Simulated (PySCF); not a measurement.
# CH3BrClGa: magnetic properties

Computed with PySCF 2.14.0 and routines of our own; the level stands in each step. Atoms count from 0.

## Step 1: The system as given

7 atoms, charge 0, multiplicity 1; geometry from: GFN2-xTB.

## Step 2: Magnetic properties: GIAO B3LYP/aug-pcSseg-1

The job: settings as JSON, then the geometry in Å.

```
{"job": {"kind": "mag", "xc": "B3LYP", "basis": "aug-pcSseg-1", "isotopologues": 4}, "charge": 0, "multiplicity": 1}
C     -1.001375    -0.302199     0.120910
Ga     0.979122     0.175746     0.124037
Cl     2.607871    -1.122862    -0.087083
Br     1.507031     2.403810     0.365790
H     -1.461468     0.044721    -0.807937
H     -1.122341    -1.383398     0.200309
H     -1.505505     0.189087     0.956488
```

Level: GIAO B3LYP/aug-pcSseg-1 magnetisability, rotational g tensor and spin-rotation constants, non-relativistic, gas phase.

Started as:

```console
OMP_NUM_THREADS=1 python excited_run.py task.json out
```

This one command runs all jobs of the session in turn.

Q: Estimate the wall time and peak memory of this first job on 1 thread of Arm Neoverse V1, shared host.

About 28 s, with a peak of 0.79 GiB.
